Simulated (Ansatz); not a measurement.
**Pt: pressure up to the limit of the methods**

The task here is to estimate one member of a computed series from the others.

Program: Ansatz 0.2.0. Level of theory: DFT, PBEsol, PAW with Ansatz's default frozen-core files, scalar-relativistic. These are calculated values, not measurements.

### The starting structure

The structure is cubic, space group Fm-3m (No. 225). The conventional cell has a = 3.923 Å, b = 3.923 Å, c = 3.923 Å, α = 90.00°, β = 90.00°, γ = 90.00°. Around Pt (site symmetry m-3m) lie 12 Pt at 2.77 Å.

As a file:

```
CELL_PARAMETERS angstrom
0.00000 1.96134 1.96134
1.96134 0.00000 1.96134
1.96134 1.96134 0.00000
ATOMIC_POSITIONS crystal
Pt 0.00000 0.00000 0.00000
```

Whether this phase is the stable one at these pressures isn't tested.

Set-up of the first run:

The input, input.yaml:

```yaml
crystal:
  lattice:
    - [0.0, 1.9613408845, 1.9613408845]
    - [1.9613408845, 0.0, 1.9613408845]
    - [1.9613408845, 1.9613408845, 0.0]
  atoms:
    - { symbol: Pt, position: [0.0, 0.0, 0.0] }
kpoints:
  mp_grid: { grid: [17, 17, 17] }
scf:
  occupations: { method: fermi_dirac, width: 0.1 }
hamiltonian:
  xc: pbesol
  pseudopotentials: { kind: paw }
output:
  forces: true
  stress: true
relax:
  f_tol: 0.005
  max_steps: 40
  cell: {}
```

Run with:

```bash
ansatz run input.yaml --threads 1 --pin off --max-ram 2048MiB --backend cpu --events-out ev --progress --plain --runs-dir out
```

Among the steps run: Cell relaxed at zero pressure, PAW; Volume scaled by 1, PAW; Volume scaled by 0.94, PAW; Volume scaled by 0.88, PAW; Volume scaled by 0.8, PAW; Volume scaled by 0.72, PAW; Volume scaled by 0.64, PAW; Volume scaled by 0.55, PAW; Volume scaled by 0.45, PAW; Volume scaled by 0.45, PAW (cutoff 250 eV).

One of the session's tables, all rows but one given; the rest of the session is left out.

| method | volume over the first | volume (Å³/atom) | pressure (GPa) |
| --- | --- | --- | --- |
| PAW | 1 | ? | ? |
| PAW | 0.94 | 14.152 | 20.84 |
| PAW | 0.88 | 13.249 | 51.28 |
| PAW | 0.8 | 12.044 | 114.65 |
| PAW | 0.72 | 10.840 | 220.67 |
| PAW | 0.64 | 9.635 | 401.89 |
| PAW | 0.55 | 8.280 | 777.63 |
| PAW | 0.45 | 6.775 | 1664.20 |
| PAW (cutoff 250 eV) | 0.45 | 6.775 | 1686.68 |

Estimate the missing values for PAW, 1.

**Answer.** volume (Å³/atom): 15.055; pressure (GPa): -0.01. In the column «volume (Å³/atom)» it is the highest.

Limits of these values: Warnings in the runs' records: cutoff below recommended.
